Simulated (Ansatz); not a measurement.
This script for Ansatz's Python interface starts 2 runs on BeSi (charge -1). What input does the engine get in each?

`x2c_besi.py`:
```python
# -*- coding: utf-8 -*-
"""Scalar relativity in BeSi(-)."""

import ansatz as az
import numpy as np

GEOMETRY = """
Be    0.00000    0.00000    0.00000
Si    0.00000    0.00000    2.17500
"""

mol = az.Crystal.molecule()
for line in GEOMETRY.strip().splitlines():
    symbol, *xyz = line.split()
    mol = mol.atom(symbol, [float(v) for v in xyz])

job = (
    mol.calculation()
    .functional("B3LYP")
    .charge(-1)
    .spin("collinear", total=1)
    .forces()
)
# a set contracted for a scalar-relativistic Hamiltonian goes with the relativistic run
sets = {"none": "cc-pVTZ", "scalar": "cc-pVTZ-DK"}
found = {kind: job.basis(gaussian=basis).pseudopotentials(relativity=kind).run().report for kind, basis in sets.items()}
for kind, each in found.items():
    dipole = 4.803205 * np.linalg.norm(each["charge_distribution"]["dipole_moment_e_ang"])
    print(f"{kind:7s} E = {each['free_energy_ev']:.4f} eV  dipole {dipole:.3f} D  largest force {np.abs(each['forces_ev_ang']).max():.4f} eV/A")
print(f"relativity lowers the total energy by {found['none']['free_energy_ev'] - found['scalar']['free_energy_ev']:.3f} eV")
```

Run 1:
```yaml
crystal:
  periodic: [false, false, false]
  atoms:
    - { symbol: Be, position_ang: [0.0, 0.0, 0.0] }
    - { symbol: Si, position_ang: [0.0, 0.0, 2.175] }
basis:
  gaussian:
    orbitals: cc-pVTZ
hamiltonian:
  xc: b3lyp
  pseudopotentials:
    relativity: none
magnetization:
  spin_polarized: true
  initial_magnetization: 1.0
total_charge: -1.0
output:
  forces: true
```

Run 2, against run 1:
```diff
-    orbitals: cc-pVTZ
+    orbitals: cc-pVTZ-DK
-    relativity: none
+    relativity: scalar
```

```console
$ python x2c_besi.py
none    E = -8276.8928 eV  dipole 2.890 D  largest force 0.1101 eV/A
scalar  E = -8293.5222 eV  dipole 2.914 D  largest force 0.1084 eV/A
relativity lowers the total energy by 16.629 eV
```

Reading the output:
- Total energies depend on the basis set; only differences at equal settings carry meaning.
- The geometry is a force-field or estimated start, not a minimum of this method. The basis set changes with the Hamiltonian (a set recontracted for scalar relativity), and most of the change in the total lies in the cores.
- The species is open-shell (spin multiplicity 2).
- The expectation value of S² is noticeably off S(S+1) in at least one run, so that state is spin-contaminated.
- An ion's dipole depends on the origin; the program takes it about the centre of nuclear charge.
- b3lyp holds the VWN-RPA fit, as in Gaussian; the form of ORCA and Turbomole is b3lyp5.
- The spin state was assumed, and another may lie lower.
- Anions want diffuse functions, which this basis lacks.
- Wall time of the script: 13 s on 1 thread of Arm Neoverse V1, with other jobs on the host, peak memory 0.21 GiB.
